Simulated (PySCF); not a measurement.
# MnN₆H₁₈ (+2): ligand-field states, part 2 of 2

PySCF 2.14.0. Atoms count from 0. The steps go on from the part before.

## Step 5: Ligand-field states: state-averaged CASSCF (axial bond length × 1.05)

Job settings and geometry (Å):

```
{"job": {"kind": "lf", "basis": {"metal": "x2c-TZVPall", "ligand": "x2c-SVPall"}, "nevpt": true, "reuse": true}, "charge": 2, "metal": "Mn", "open_shell": "d5"}
Mn     0.000000     0.000000     0.000000
N      0.000000     0.000000     2.373000
H      0.942357     0.000000     2.763337
H     -0.471179     0.816105     2.763337
H     -0.471179    -0.816105     2.763337
N      0.000000     0.000000    -2.373000
H     -0.942357     0.000000    -2.763337
H      0.471179     0.816105    -2.763337
H      0.471179    -0.816105    -2.763337
N      2.260000     0.000000     0.000000
H      2.650337     0.942357     0.000000
H      2.650337    -0.471179     0.816105
H      2.650337    -0.471179    -0.816105
N     -2.260000     0.000000     0.000000
H     -2.650337    -0.942357     0.000000
H     -2.650337     0.471179     0.816105
H     -2.650337     0.471179    -0.816105
N      0.000000     2.260000     0.000000
H      0.000000     2.650337     0.942357
H      0.816105     2.650337    -0.471179
H     -0.816105     2.650337    -0.471179
N     -0.000000    -2.260000     0.000000
H     -0.000000    -2.650337    -0.942357
H      0.816105    -2.650337     0.471179
H     -0.816105    -2.650337     0.471179
```

Method: state-averaged CASSCF of the metal d shell, SC-NEVPT2 on the averaged canonical orbitals, state-interaction spin-orbit coupling.

The program printed:

```text
basis functions 222, electrons 83, active (5e, 5o)
start from the orbitals of the previous structure
stage 1: DIIS on the effective Fock matrix, level shift 0.30
cycle   1  E = -1492.1076653754  dE = -1.492e+03  max|g| = 2.473e+00
cycle   2  E = -1493.8252170975  dE = -1.718e+00  max|g| = 2.208e-01
cycle   3  E = -1493.9318885642  dE = -1.067e-01  max|g| = 1.159e-01
cycle   4  E = -1493.9457230025  dE = -1.383e-02  max|g| = 5.366e-02
cycle   5  E = -1493.9501173438  dE = -4.394e-03  max|g| = 2.498e-02
cycle   6  E = -1493.9508112168  dE = -6.939e-04  max|g| = 1.480e-02
cycle   7  E = -1493.9510849887  dE = -2.738e-04  max|g| = 5.972e-03
cycle   8  E = -1493.9511479955  dE = -6.301e-05  max|g| = 2.819e-03
cycle   9  E = -1493.9511599350  dE = -1.194e-05  max|g| = 1.334e-03
cycle  10  E = -1493.9511621433  dE = -2.208e-06  max|g| = 7.094e-04
cycle  11  E = -1493.9511628112  dE = -6.678e-07  max|g| = 4.121e-04
cycle  12  E = -1493.9511629321  dE = -1.210e-07  max|g| = 2.387e-04
cycle  13  E = -1493.9511629768  dE = -4.463e-08  max|g| = 1.358e-04
cycle  14  E = -1493.9511629921  dE = -1.537e-08  max|g| = 7.736e-05
cycle  15  E = -1493.9511629975  dE = -5.340e-09  max|g| = 4.438e-05
cycle  16  E = -1493.9511629989  dE = -1.389e-09  max|g| = 2.515e-05
cycle  17  E = -1493.9511629994  dE = -5.004e-10  max|g| = 1.415e-05
cycle  18  E = -1493.9511629995  dE = -1.517e-10  max|g| = 7.910e-06
converged average energy = -1493.9511629995

 mult deg   label        CASSCF/cm-1   NEVPT2/cm-1
   6   1   6Ag                 0.0           0.0
   4   1   4Ag             23394.5       18090.6
   4   1   4Ag             24486.0       19399.2
   4   1   4Ag             24497.0       19413.0
   4   1   4Ag             28232.8       24196.2
   4   1   4Ag             28236.0       24202.8
   2   1   2Ag             32755.5       24896.9
   2   1   2Ag             32777.6       24917.2
   2   1   2Ag             32825.2       25002.4
   4   1   4Ag             28859.6       25235.8
   4   1   4Ag             30075.2       27358.2
   4   1   4Ag             30112.8       27442.4
   4   1   4Ag             30204.5       27512.6
   4   1   4Ag             35251.5       30150.8
   4   1   4Ag             35260.1       30162.2
   4   1   4Ag             35847.3       30578.3
   2   1   2Ag             37495.6       32034.1
   2   1   2Ag             37584.6       32117.8
   4   1   4Ag             37546.2       32892.2
   2   1   2Ag             38623.8       33110.4
   4   1   4Ag             37663.3       33134.1
   2   1   2Ag             38383.5       33189.8
   2   1   2Ag             38394.8       33206.3
   2   1   2Ag             39612.0       34517.3
   2   1   2Ag             39631.0       34549.4
   2   1   2Ag             40649.1       35891.6
   2   1   2Ag             40979.7       36498.0
   4   1   4Ag             39790.1       36883.0
   4   1   4Ag             39805.6       36903.8
   4   1   4Ag             40684.3       37859.3
   2   1   2Ag             46679.9       39571.4
   2   1   2Ag             45452.4       39574.1
   2   1   2Ag             46706.4       39612.4
   2   1   2Ag             42848.2       39772.4
   2   1   2Ag             45880.5       39994.9
   2   1   2Ag             45197.9       40315.5
   2   1   2Ag             45192.2       40331.4
   2   1   2Ag             47459.0       40559.7
   2   1   2Ag             45224.2       40714.2
   2   1   2Ag             49715.4       43323.1
   2   1   2Ag             49720.0       43323.6
   2   1   2Ag             50962.8       44700.7
   4   1   4Ag             51645.4       45446.4
   4   1   4Ag             51176.4       45499.6
   4   1   4Ag             51197.6       45518.4
   4   1   4Ag             51530.3       46086.2
   2   1   2Ag             52780.9       46230.9
   2   1   2Ag             52015.9       46550.6
   2   1   2Ag             52468.5       46696.8
   2   1   2Ag             52400.1       46887.6
   2   1   2Ag             52410.8       46901.6
   2   1   2Ag             53516.8       47028.9
   2   1   2Ag             55483.0       48157.8
   2   1   2Ag             55495.3       48210.3
   2   1   2Ag             55643.5       48455.0
   2   1   2Ag             53040.5       48690.1
   4   1   4Ag             53854.9       49081.0
   2   1   2Ag             54669.1       49517.1
   2   1   2Ag             54688.0       49584.1
   2   1   2Ag             55257.5       49980.0

spin-orbit levels / cm-1
      0.00  x2  6Ag 1.00
      0.15  x2  6Ag 1.00
      0.44  x2  6Ag 1.00
  18077.88  x2  4Ag 1.00
  18090.31  x2  4Ag 1.00
  19379.14  x2  4Ag 0.73 4Ag 0.27
  19395.35  x2  4Ag 0.88 4Ag 0.12
  19409.14  x2  4Ag 0.71 4Ag 0.28
  19413.36  x2  4Ag 0.89 4Ag 0.10
  24099.67  x2  4Ag 0.50 4Ag 0.46
  24125.70  x2  4Ag 0.50 4Ag 0.44
  24189.11  x2  4Ag 0.51 4Ag 0.45
  24281.80  x2  4Ag 0.51 4Ag 0.48
  24673.79  x2  2Ag 0.35 2Ag 0.33 2Ag 0.23
  25033.73  x2  2Ag 0.33 4Ag 0.29 2Ag 0.23
  25139.46  x2  2Ag 0.39 2Ag 0.26 4Ag 0.22
  25275.15  x2  4Ag 0.81 2Ag 0.06 2Ag 0.06
  25340.18  x2  4Ag 0.66 2Ag 0.17 2Ag 0.11
  27350.29  x2  4Ag 0.99
  27355.44  x2  4Ag 0.99
  27432.85  x2  4Ag 0.99
  27443.89  x2  4Ag 0.99
  27501.10  x2  4Ag 0.99
  27512.45  x2  4Ag 1.00
  29993.62  x2  4Ag 0.52 4Ag 0.48
  30077.64  x2  4Ag 0.53 4Ag 0.42 4Ag 0.05
  30152.02  x2  4Ag 0.49 4Ag 0.38 4Ag 0.13
  30285.41  x2  4Ag 0.50 4Ag 0.46 4Ag 0.03
  30604.91  x2  4Ag 0.95
  30626.51  x2  4Ag 0.83 4Ag 0.08 4Ag 0.07
```

Run time: 18 s. Hardware: 1 thread of Intel Xeon 6975P-C, shared host; peak memory 0.61 GiB.

Key values:

```csv
quantity,value
spin-orbit constant ζ,309 cm⁻¹
```

Powder susceptibility:

| T (K) | χT (cm³ K/mol) | μ(eff) |
| --- | --- | --- |
| 2 | 4.381 | 5.92 |
| 20 | 4.386 | 5.92 |
| 100 | 4.386 | 5.92 |
| 300 | 4.386 | 5.92 |

## Step 6: Ligand-field states: state-averaged CASSCF (axial bond length × 1.1)

Settings changed since step 5:

```diff
@@ -2,10 +2,10 @@
 Mn     0.000000     0.000000     0.000000
-N      0.000000     0.000000     2.373000
-H      0.942357     0.000000     2.763337
-H     -0.471179     0.816105     2.763337
-H     -0.471179    -0.816105     2.763337
-N      0.000000     0.000000    -2.373000
-H     -0.942357     0.000000    -2.763337
-H      0.471179     0.816105    -2.763337
-H      0.471179    -0.816105    -2.763337
+N      0.000000     0.000000     2.486000
+H      0.942357     0.000000     2.876337
+H     -0.471179     0.816105     2.876337
+H     -0.471179    -0.816105     2.876337
+N      0.000000     0.000000    -2.486000
+H     -0.942357     0.000000    -2.876337
+H      0.471179     0.816105    -2.876337
+H      0.471179    -0.816105    -2.876337
 N      2.260000     0.000000     0.000000
```

With the program's defaults for keys left out, this is: state-averaged CASSCF of the metal d shell, SC-NEVPT2 on the averaged canonical orbitals, state-interaction spin-orbit coupling.

The program printed:

```text
basis functions 222, electrons 83, active (5e, 5o)
start from the orbitals of the previous structure
stage 1: DIIS on the effective Fock matrix, level shift 0.30
cycle   1  E = -1493.6482790970  dE = -1.494e+03  max|g| = 6.479e-01
cycle   2  E = -1493.9301315583  dE = -2.819e-01  max|g| = 1.159e-01
cycle   3  E = -1493.9493697647  dE = -1.924e-02  max|g| = 5.234e-02
cycle   4  E = -1493.9520423437  dE = -2.673e-03  max|g| = 2.438e-02
cycle   5  E = -1493.9524632914  dE = -4.209e-04  max|g| = 1.963e-02
cycle   6  E = -1493.9526959449  dE = -2.327e-04  max|g| = 9.517e-03
cycle   7  E = -1493.9527627548  dE = -6.681e-05  max|g| = 6.056e-03
cycle   8  E = -1493.9527812619  dE = -1.851e-05  max|g| = 3.291e-03
cycle   9  E = -1493.9527873941  dE = -6.132e-06  max|g| = 1.681e-03
cycle  10  E = -1493.9527885429  dE = -1.149e-06  max|g| = 1.399e-03
...
cycle  29  E = -1493.9527895110  dE = -4.029e-10  max|g| = 4.162e-05
cycle  30  E = -1493.9527895114  dE = -3.856e-10  max|g| = 3.071e-05
cycle  31  E = -1493.9527895116  dE = -1.894e-10  max|g| = 2.342e-05
cycle  32  E = -1493.9527895117  dE = -9.800e-11  max|g| = 1.984e-05
cycle  33  E = -1493.9527895118  dE = -4.593e-11  max|g| = 1.769e-05
cycle  34  E = -1493.9527895118  dE = -3.843e-11  max|g| = 1.549e-05
cycle  35  E = -1493.9527895118  dE = -2.547e-11  max|g| = 1.375e-05
cycle  36  E = -1493.9527895118  dE = -1.774e-11  max|g| = 1.262e-05
cycle  37  E = -1493.9527895119  dE = -1.523e-11  max|g| = 1.127e-05
cycle  38  E = -1493.9527895119  dE = -1.091e-11  max|g| = 1.007e-05
cycle  39  E = -1493.9527895119  dE = -9.095e-12  max|g| = 9.023e-06
converged average energy = -1493.9527895119

 mult deg   label        CASSCF/cm-1   NEVPT2/cm-1
   6   1   6Ag                 0.0           0.0
   4   1   4Ag             23428.0       18152.0
   4   1   4Ag             25168.1       20216.3
   4   1   4Ag             25175.5       20234.3
   4   1   4Ag             28608.0       24819.9
   4   1   4Ag             28620.6       24841.9
   4   1   4Ag             29448.3       26221.1
   2   1   2Ag             33972.9       26551.9
   2   1   2Ag             34013.6       26596.9
   2   1   2Ag             34055.0       26640.4
   4   1   4Ag             29949.1       27145.4
   4   1   4Ag             30161.0       27515.2
   4   1   4Ag             30309.8       27623.9
   4   1   4Ag             35384.9       30407.6
   4   1   4Ag             35397.2       30423.6
   4   1   4Ag             36533.4       31319.3
   2   1   2Ag             37619.0       32181.0
   4   1   4Ag             37257.6       32461.5
   2   1   2Ag             38028.1       32654.3
   2   1   2Ag             38674.6       33136.4
   4   1   4Ag             37702.6       33208.3
   2   1   2Ag             39102.3       34087.1
   2   1   2Ag             39100.5       34089.6
   2   1   2Ag             40434.1       35698.5
   2   1   2Ag             40453.6       35728.4
   4   1   4Ag             39126.5       36019.0
   4   1   4Ag             39148.6       36052.4
   2   1   2Ag             40904.7       36278.1
   2   1   2Ag             41641.1       37644.6
   4   1   4Ag             40779.2       37982.8
   2   1   2Ag             44883.0       39555.7
   2   1   2Ag             44892.0       39583.5
   2   1   2Ag             45613.9       39672.2
   2   1   2Ag             42945.4       39896.6
   2   1   2Ag             47117.4       40240.0
   2   1   2Ag             47140.3       40267.5
   2   1   2Ag             46440.3       40477.9
   2   1   2Ag             45228.4       40770.3
   2   1   2Ag             48203.3       41746.7
   2   1   2Ag             49455.9       43301.8
   2   1   2Ag             49462.7       43310.2
   4   1   4Ag             51077.2       45254.4
   4   1   4Ag             51102.3       45277.8
   2   1   2Ag             51691.5       45675.7
   2   1   2Ag             51798.7       46025.5
   2   1   2Ag             51827.6       46189.1
   4   1   4Ag             51684.0       46257.7
   4   1   4Ag             52259.5       46322.6
   2   1   2Ag             52762.5       46360.5
   2   1   2Ag             52803.0       47277.2
   2   1   2Ag             52807.7       47297.3
   2   1   2Ag             53967.9       47507.9
   4   1   4Ag             52814.1       47685.7
   2   1   2Ag             52822.7       48012.1
   2   1   2Ag             55820.9       48806.4
   2   1   2Ag             55834.6       48846.4
   2   1   2Ag             55902.4       49337.3
   2   1   2Ag             54394.4       49530.6
   2   1   2Ag             54429.0       49603.3
   2   1   2Ag             55642.5       50659.5

spin-orbit levels / cm-1
      0.00  x2  6Ag 1.00
      0.24  x2  6Ag 1.00
      0.71  x2  6Ag 1.00
  18142.83  x2  4Ag 1.00
  18152.91  x2  4Ag 1.00
  20191.99  x2  4Ag 0.67 4Ag 0.33
  20208.63  x2  4Ag 0.94 4Ag 0.06
  20225.74  x2  4Ag 0.96 4Ag 0.04
  20253.51  x2  4Ag 0.65 4Ag 0.34
  24738.54  x2  4Ag 0.56 4Ag 0.44
  24772.13  x2  4Ag 0.65 4Ag 0.33
  24838.58  x2  4Ag 0.65 4Ag 0.33
  24923.32  x2  4Ag 0.56 4Ag 0.44
  26180.39  x2  4Ag 0.79 2Ag 0.11 2Ag 0.05
  26193.14  x2  4Ag 0.94
  26360.33  x2  2Ag 0.28 2Ag 0.26 2Ag 0.24
  26770.74  x2  2Ag 0.54 2Ag 0.35 2Ag 0.05
  26821.38  x2  2Ag 0.64 2Ag 0.29 2Ag 0.04
  27139.70  x2  4Ag 1.00
  27145.57  x2  4Ag 0.99
  27508.21  x2  4Ag 1.00
  27518.34  x2  4Ag 1.00
  27612.04  x2  4Ag 0.99
  27624.51  x2  4Ag 1.00
  30237.78  x2  4Ag 0.52 4Ag 0.47
  30346.00  x2  4Ag 0.56 4Ag 0.42
  30454.08  x2  4Ag 0.56 4Ag 0.42
  30572.55  x2  4Ag 0.51 4Ag 0.47
  31309.72  x2  4Ag 0.96
  31324.36  x2  4Ag 0.99
```

Wall time 26 s (1 thread of Intel Xeon 6975P-C, shared host); peak memory 0.6 GiB.

From this job:

```
             quantity     value
spin-orbit constant ζ  309 cm⁻¹
```

Powder susceptibility:

```csv
T (K),χT (cm³ K/mol),μ(eff)
2,4.375,5.92
20,4.386,5.92
100,4.386,5.92
300,4.386,5.92
```

## Step 7: Ligand-field states: state-averaged CASSCF (axial bond length × 1.2)

Settings changed since step 6:

```diff
@@ -2,10 +2,10 @@
 Mn     0.000000     0.000000     0.000000
-N      0.000000     0.000000     2.486000
-H      0.942357     0.000000     2.876337
-H     -0.471179     0.816105     2.876337
-H     -0.471179    -0.816105     2.876337
-N      0.000000     0.000000    -2.486000
-H     -0.942357     0.000000    -2.876337
-H      0.471179     0.816105    -2.876337
-H      0.471179    -0.816105    -2.876337
+N      0.000000     0.000000     2.712000
+H      0.942357     0.000000     3.102337
+H     -0.471179     0.816105     3.102337
+H     -0.471179    -0.816105     3.102337
+N      0.000000     0.000000    -2.712000
+H     -0.942357     0.000000    -3.102337
+H      0.471179     0.816105    -3.102337
+H      0.471179    -0.816105    -3.102337
 N      2.260000     0.000000     0.000000
```

With the program's defaults for keys left out, this is: state-averaged CASSCF of the metal d shell, SC-NEVPT2 on the averaged canonical orbitals, state-interaction spin-orbit coupling.

The program printed:

```text
basis functions 222, electrons 83, active (5e, 5o)
start from the orbitals of the previous structure
stage 1: DIIS on the effective Fock matrix, level shift 0.30
cycle   1  E = -1493.2781540646  dE = -1.493e+03  max|g| = 1.408e+00
cycle   2  E = -1493.8931250327  dE = -6.150e-01  max|g| = 1.992e-01
cycle   3  E = -1493.9406014618  dE = -4.748e-02  max|g| = 8.721e-02
cycle   4  E = -1493.9456475910  dE = -5.046e-03  max|g| = 7.044e-02
cycle   5  E = -1493.9492537506  dE = -3.606e-03  max|g| = 1.982e-02
cycle   6  E = -1493.9495591193  dE = -3.054e-04  max|g| = 8.639e-03
cycle   7  E = -1493.9496537885  dE = -9.467e-05  max|g| = 3.804e-03
cycle   8  E = -1493.9496742081  dE = -2.042e-05  max|g| = 1.730e-03
cycle   9  E = -1493.9496783720  dE = -4.164e-06  max|g| = 8.753e-04
cycle  10  E = -1493.9496792841  dE = -9.121e-07  max|g| = 5.815e-04
...
cycle  32  E = -1493.9496798352  dE =  4.297e-11  max|g| = 3.612e-05
cycle  33  E = -1493.9496798358  dE = -5.798e-10  max|g| = 2.744e-05
cycle  34  E = -1493.9496798358  dE = -4.570e-11  max|g| = 2.758e-05
cycle  35  E = -1493.9496798356  dE =  2.015e-10  max|g| = 3.065e-05
cycle  36  E = -1493.9496798354  dE =  1.946e-10  max|g| = 3.405e-05
cycle  37  E = -1493.9496798352  dE =  2.640e-10  max|g| = 3.715e-05
cycle  38  E = -1493.9496798348  dE =  3.474e-10  max|g| = 4.073e-05
cycle  39  E = -1493.9496798345  dE =  2.992e-10  max|g| = 4.115e-05
cycle  40  E = -1493.9496798342  dE =  2.917e-10  max|g| = 4.580e-05
stage 2: quasi-Newton rotations from the point of smallest gradient
cycle  42  E = -1493.9496798365  dE = -7.374e-10  max|g| = 4.810e-06
converged average energy = -1493.9496798365

 mult deg   label        CASSCF/cm-1   NEVPT2/cm-1
   6   1   6Ag                 0.0           0.0
   4   1   4Ag             23423.5       18170.1
   4   1   4Ag             25630.7       20733.2
   4   1   4Ag             25661.8       20788.1
   4   1   4Ag             29309.9       25999.5
   4   1   4Ag             29340.3       26051.5
   4   1   4Ag             29438.1       26300.6
   4   1   4Ag             30028.2       27192.9
   4   1   4Ag             30202.3       27593.1
   4   1   4Ag             30410.6       27739.4
   2   1   2Ag             35516.4       28804.3
   2   1   2Ag             35663.6       28888.8
   2   1   2Ag             35571.4       28889.0
   4   1   4Ag             35372.4       30865.7
   4   1   4Ag             35390.6       30893.6
   4   1   4Ag             36539.7       31552.0
   2   1   2Ag             37678.6       32259.6
   4   1   4Ag             37436.1       32510.9
   2   1   2Ag             38659.5       33018.2
   2   1   2Ag             38433.3       33132.9
   4   1   4Ag             37699.0       33252.6
   4   1   4Ag             38321.3       34533.1
   4   1   4Ag             38348.9       34583.4
   2   1   2Ag             39794.2       34928.0
   2   1   2Ag             39801.5       34949.3
   2   1   2Ag             40986.3       36382.5
   2   1   2Ag             41400.8       37082.7
   2   1   2Ag             41414.5       37094.8
   2   1   2Ag             44010.2       37977.8
   2   1   2Ag             44022.2       38015.4
   4   1   4Ag             40913.5       38172.4
   2   1   2Ag             42394.5       39003.3
   2   1   2Ag             45778.5       39815.7
   2   1   2Ag             43006.7       39977.7
   2   1   2Ag             45147.0       40663.5
   2   1   2Ag             47572.2       40968.9
   2   1   2Ag             47585.8       40974.4
   2   1   2Ag             47275.5       41334.5
   2   1   2Ag             48215.5       42074.7
   2   1   2Ag             49100.1       43298.9
   2   1   2Ag             49101.5       43305.1
   2   1   2Ag             50527.0       44607.0
   4   1   4Ag             50998.3       45031.4
   4   1   4Ag             51028.4       45061.5
   2   1   2Ag             52524.8       45851.7
   4   1   4Ag             51521.2       45865.2
   2   1   2Ag             51930.2       45978.6
   4   1   4Ag             51896.4       46503.3
   2   1   2Ag             52454.9       46608.5
   2   1   2Ag             53183.8       47622.5
   2   1   2Ag             53194.1       47637.9
   2   1   2Ag             53977.9       47726.7
   2   1   2Ag             52415.9       47814.1
   4   1   4Ag             53622.6       48252.8
   2   1   2Ag             53617.3       48735.9
   2   1   2Ag             53651.9       48791.1
   2   1   2Ag             55728.3       50093.0
   2   1   2Ag             56467.8       50229.6
   2   1   2Ag             56463.5       50282.0
   2   1   2Ag             55690.7       50856.0

spin-orbit levels / cm-1
      0.00  x2  6Ag 1.00
      0.31  x2  6Ag 1.00
      0.94  x2  6Ag 1.00
  18163.49  x2  4Ag 1.00
  18171.50  x2  4Ag 1.00
  20696.84  x2  4Ag 0.74 4Ag 0.26
  20728.62  x2  4Ag 0.93 4Ag 0.07
  20787.81  x2  4Ag 0.93 4Ag 0.07
  20817.67  x2  4Ag 0.74 4Ag 0.26
  25941.05  x2  4Ag 0.65 4Ag 0.34
  25960.68  x2  4Ag 0.82 4Ag 0.15
  26034.74  x2  4Ag 0.81 4Ag 0.15 4Ag 0.03
  26107.89  x2  4Ag 0.65 4Ag 0.35
  26305.70  x2  4Ag 0.97
  26308.52  x2  4Ag 0.96
  27186.00  x2  4Ag 0.99
  27188.43  x2  4Ag 0.99
  27587.50  x2  4Ag 1.00
  27596.52  x2  4Ag 1.00
  27726.53  x2  4Ag 0.99
  27740.22  x2  4Ag 1.00
  28602.98  x2  2Ag 0.41 2Ag 0.32 2Ag 0.26
  28978.42  x2  2Ag 0.54 2Ag 0.35 2Ag 0.10
  29063.12  x2  2Ag 0.58 2Ag 0.37 2Ag 0.04
  30659.50  x2  4Ag 0.53 4Ag 0.47
  30789.24  x2  4Ag 0.58 4Ag 0.40
  30928.83  x2  4Ag 0.57 4Ag 0.39 4Ag 0.04
  31079.24  x2  4Ag 0.51 4Ag 0.45 4Ag 0.03
  31561.45  x2  4Ag 0.97
  31565.92  x2  4Ag 0.92 4Ag 0.04
```

Run time: 28 s. Hardware: 1 thread of Intel Xeon 6975P-C, shared host; peak memory 0.6 GiB.

Key values:

```csv
quantity,value
spin-orbit constant ζ,309 cm⁻¹
```

Powder susceptibility:

| T (K) | χT (cm³ K/mol) | μ(eff) |
| --- | --- | --- |
| 2 | 4.367 | 5.91 |
| 20 | 4.386 | 5.92 |
| 100 | 4.386 | 5.92 |
| 300 | 4.386 | 5.92 |

## Step 8: Ligand field across the series

From the NEVPT2 states (cm⁻¹; the spread is that of the fitted one-electron ligand-field levels):

```
step                   setting  ground state    next state  orbital spread  Racah B    ζ  μ(eff), 300 K
   2                  as given           6Ag  4Eg at 17956            9734      910  308           5.92
   3   axial bond length × 0.9           6Ag  4Ag at 13096           14780      919  306           5.92
   4  axial bond length × 0.95           6Ag  4Ag at 15842           12013      914  307           5.92
   5  axial bond length × 1.05           6Ag  4Ag at 18091            9768      911  309           5.92
   6   axial bond length × 1.1           6Ag  4Ag at 18152            9885      912  309           5.92
   7   axial bond length × 1.2           6Ag  4Ag at 18170           10205      917  309           5.92
```

## Step 9: Results

This closing draws on all 2 parts.

```
                                                                 quantity       value
                    spin-orbit constant ζ (step 2, state-averaged CASSCF)    308 cm⁻¹
        ground multiplicity, μ(eff) at 300 K (step 2, 6 donors at 2.26 Å)  6, 5.92 μB
ground multiplicity, μ(eff) at 300 K (step 3, 6 donors at 2.03 to 2.26 Å)  6, 5.92 μB
ground multiplicity, μ(eff) at 300 K (step 4, 6 donors at 2.15 to 2.26 Å)  6, 5.92 μB
ground multiplicity, μ(eff) at 300 K (step 5, 6 donors at 2.26 to 2.37 Å)  6, 5.92 μB
ground multiplicity, μ(eff) at 300 K (step 6, 6 donors at 2.26 to 2.49 Å)  6, 5.92 μB
ground multiplicity, μ(eff) at 300 K (step 7, 6 donors at 2.26 to 2.71 Å)  6, 5.92 μB
```

In step 2, χT goes from 4.39 at 2 K to 4.39 cm³ K/mol at 300 K: nearly flat, so one level governs the whole range. The spread of the ligand-field levels runs from 9734 cm⁻¹ (as given) to 14780 cm⁻¹ (axial bond length × 0.9); μ(eff) at 300 K: 5.92 μB.
